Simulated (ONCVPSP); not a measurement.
# Nitrogen: generating and testing an ONCV potential

Aim: build the potential from the settings below, then test how well it stands in for the atom: other configurations, scattering, ghost states and the plane-wave cutoff that it needs.

Method: ONCVPSP 4.0.1, BLYP, scalar-relativistic.

## Step 1: The atom and the settings

Typed settings, in words:

| Quantity | Value |
| --- | --- |
| element | nitrogen (N, Z = 7) |
| type | optimised norm-conserving Vanderbilt (ONCV) |
| frozen core | [He] |
| valence charge | 5 |
| reference configuration | 2s2 2p3 |
| partial waves | 2s: rc 0.70 bohr, ncon 4, nbas 9, qcut 8.9 1/bohr, 3 projectors, debl 3.2 Ha; 2p: rc 2.40 bohr, ncon 4, nbas 8, qcut 5.6 1/bohr, 3 projectors, debl 2.5 Ha; d scattering state at 0.05 Ha: rc 1.95 bohr, ncon 4, nbas 9, qcut 4.1 1/bohr, 1 projector |
| local potential | polynomial inside 0.60 bohr (lpopt 3, dvloc0 6 Ha) |
| core correction | not asked for |

The outer shells as boxes (Hund's rule for the drawing; the calculation is spin-unpolarised):

```
[He] core
2s [↑↓]
2p [↑ ][↑ ][↑ ]
```

An earlier all-electron run gives the scale for the radii.

All-electron outer shells of the reference configuration (BLYP, scalar-relativistic, ld1.x):

| shell | level (eV) | outermost node (bohr) | outermost maximum (bohr) |
| --- | --- | --- | --- |
| 1s | -385.37 | – | 0.15 |
| 2s | -18.45 | 0.32 | 1.00 |
| 2p | -7.06 | – | 0.97 |

## Step 2: Generating the potential

The input, N.dat:

```
# ATOM AND REFERENCE CONFIGURATION
# atsym  z   nc   nv     iexc    psfile
  N 7.00    1    2  -106131      upf
#
#   n    l    f
    1    0    2.00
    2    0    2.00
    2    1    3.00
#
# PSEUDOPOTENTIAL AND OPTIMIZATION
# lmax
    2
#
#   l,   rc,      ep,       ncon, nbas, qcut
    0    0.70    0.00    4    9    8.90
    1    2.40    0.00    4    8    5.60
    2    1.95    0.05    4    9    4.10
#
# LOCAL POTENTIAL
# lloc, lpopt,  rc(5),   dvloc0
    4    3    0.60    6.00
#
# VANDERBILT-KLEINMAN-BYLANDER PROJECTORs
# l, nproj, debl
    0    3    3.20
    1    3    2.50
    2    1    3.90
#
# MODEL CORE CHARGE
# icmod, fcfact, rcfact
    0    0.00    0.00
#
# LOG DERIVATIVE ANALYSIS
# epsh1, epsh2, depsh
   -2.00    5.00    0.02
#
# OUTPUT GRID
# rlmax, drl
    6.00    0.01
#
# TEST CONFIGURATIONS
# ncnf
    4
# nvcnf
#   n    l    f
    2
    2    0    2.00
    2    1    2.00
#
    2
    2    0    2.00
    2    1    1.00
#
    2
    2    0    2.00
    2    1    0.00
#
    2
    2    0    2.00
    2    1    2.50
#
```

Run with:

```bash
$ oncvpsp.x < N.dat > N.out
```

What does the calculation give? Wanted: cutoffs for 1 and 0.1 mHa per electron, occupied waves; bound ghosts; GHOST(+) flags; largest test error; largest phase difference near zero energy, channels read.

**Answer**, as computed:

| quantity | value |
| --- | --- |
| cutoffs for 1 and 0.1 mHa per electron, occupied waves | 35 Ha and 446 Ha |
| bound ghosts | s at -389.11 eV |
| GHOST(+) flags | d at 69 eV |
| largest test error (AE − PS) | +3674 meV, for 2s2 2p0 |
| largest phase difference near zero energy, channels read | 0.000 rad |

**Reading.** It has a bound ghost (s), a state that the atom doesn't have, and that rules the file out. Close by lies the frozen 1s level (-385.4 eV). By total energies transferability is poor: the largest error is 3674 meV on 89.6 eV, for 2s2 2p0. That test lies far up in energy; among those under 40 eV, nearer to bonding, the largest error is 150 meV. It counts as hard, with 35 Ha needed at the looser tolerance. The tighter tolerance needs 446 Ha, and converged work needs a cutoff nearer that. At the looser tolerance the 2s wave is the slowest; 2p needs 11 Ha. Near zero energy the phases of the channels with partial waves agree within 0.001 rad. The program also flags highly localised states, GHOST(+) (d).
